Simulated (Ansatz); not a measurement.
# C₂H₈BN: up Jacob's ladder to CCSD(T)

The task here is to estimate one member of a computed series from the others.

Computed with Ansatz 0.2.0, Gaussian basis. Level: functionals in def2-TZVPP, the program's frozen cores in correlated methods.

The runs, in order: LDA (SPW92), PBE-D4, revPBE-D4, BLYP-D4, r2SCAN-D4, B97M-V, PBE0-D4, B3LYP-D4, r2SCANh-D4, r2SCAN0-D4, HSE06-D4, BHLYP-D4, CAM-B3LYP-D4, LC-ωPBE, ωB97X-V, ωB97M-V, B2PLYP, PBE-QIDH; CCSD(T)/def2-SVP; CCSD(T)/def2-TZVPP; MP2/def2-QZVPP; extrapolation to the limit; RPA on PBE.

## The geometry

An earlier PBE0-D4 in a triple-zeta def2 set relaxation fixed the geometry.

SMILES `CBNC`, 12 atoms, charge 0, spin multiplicity 1.

Atoms are counted from 1 here; the program's logs count them from 0.

Bond lengths: C1–B2 1.569 Å, C1–H5 1.094 Å, C1–H6 1.095 Å, C1–H7 1.095 Å, B2–N3 1.389 Å, B2–H8 1.204 Å, N3–C4 1.443 Å, N3–H9 1.009 Å, C4–H10 1.090 Å, C4–H11 1.095 Å, C4–H12 1.095 Å. Angles: B2–C1–H5 114.2°, B2–C1–H6 110.5°, B2–C1–H7 110.5°, H5–C1–H6 107.8°, H5–C1–H7 107.9°, H6–C1–H7 105.5°, C1–B2–N3 121.9°, C1–B2–H8 121.2°, N3–B2–H8 116.9°, B2–N3–C4 127.1°, B2–N3–H9 119.0°, C4–N3–H9 114.0°, N3–C4–H10 109.0°, N3–C4–H11 111.7°, N3–C4–H12 111.7°, H10–C4–H11 108.2°, H10–C4–H12 108.2°, H11–C4–H12 108.0°.

The first run:

Input file in.yaml:

```yaml
crystal:
  periodic: [false, false, false]
  atoms:
    - {symbol: C, position_ang: [-1.823577, 0.733556, 0.313414]}
    - {symbol: B, position_ang: [-0.301631, 0.624031, -0.053613]}
    - {symbol: N, position_ang: [0.388455, -0.579018, 0.029073]}
    - {symbol: C, position_ang: [1.779680, -0.806682, -0.279241]}
    - {symbol: H, position_ang: [-2.276719, -0.208477, 0.636545]}
    - {symbol: H, position_ang: [-2.397931, 1.106297, -0.541655]}
    - {symbol: H, position_ang: [-1.973826, 1.469358, 1.110824]}
    - {symbol: H, position_ang: [0.322181, 1.585290, -0.421719]}
    - {symbol: H, position_ang: [-0.104596, -1.405083, 0.334030]}
    - {symbol: H, position_ang: [2.230156, 0.133222, -0.597782]}
    - {symbol: H, position_ang: [2.333038, -1.172701, 0.591625]}
    - {symbol: H, position_ang: [1.901671, -1.534988, -1.087502]}
basis:
  gaussian: {orbitals: def2-TZVPP}
hamiltonian: {xc: lda}
output: {orbitals: {seedname: orbitals}}
```

Steps of the session up to this table: LDA; PBE-D4 (GGA); revPBE-D4 (GGA); BLYP-D4 (GGA); r2SCAN-D4 (meta-GGA); B97M-V (meta-GGA); PBE0-D4 (hybrid); B3LYP-D4 (hybrid); r2SCANh-D4 (hybrid); r2SCAN0-D4 (hybrid); HSE06-D4 (hybrid); BHLYP-D4 (hybrid); CAM-B3LYP-D4 (range-separated); LC-ωPBE-D4 (range-separated; the results give it without D4); ωB97X-V (range-separated); ωB97M-V (range-separated); B2PLYP (double hybrid); PBE-QIDH (double hybrid).

One table of the session follows, with a row left open; its other results are not shown here.

It belongs to the step «Frontier levels by functional». 

| functional | HOMO (eV) | LUMO (eV) | gap (eV) |
| --- | --- | --- | --- |
| LDA (SPW92) | -6.41 | -0.40 | 6.02 |
| PBE-D4 | -6.28 | -0.17 | 6.11 |
| revPBE-D4 | ? | ? | ? |
| BLYP-D4 | -6.16 | -0.05 | 6.11 |
| r2SCAN-D4 | -6.50 | 0.21 | 6.71 |
| B97M-V | -6.59 | 0.14 | 6.73 |
| PBE0-D4 | -7.57 | 0.79 | 8.37 |
| B3LYP-D4 | -7.35 | 0.55 | 7.91 |
| r2SCANh-D4 | -6.99 | 0.54 | 7.53 |
| r2SCAN0-D4 | -7.73 | 1.03 | 8.76 |
| HSE06-D4 | -7.17 | 0.41 | 7.58 |
| BHLYP-D4 | -8.79 | 1.63 | 10.42 |
| CAM-B3LYP-D4 | -8.98 | 1.79 | 10.77 |
| LC-ωPBE | -10.37 | 3.00 | 13.37 |
| ωB97X-V | -9.99 | 2.84 | 12.83 |
| ωB97M-V | -9.92 | 2.32 | 12.24 |

Q: Estimate the row for revPBE-D4 from the others.

The run gave: HOMO (eV): -6.23; LUMO (eV): -0.08; gap (eV): 6.14. In the column «HOMO (eV)» it lies between PBE-D4 (-6.28) and BLYP-D4 (-6.16).
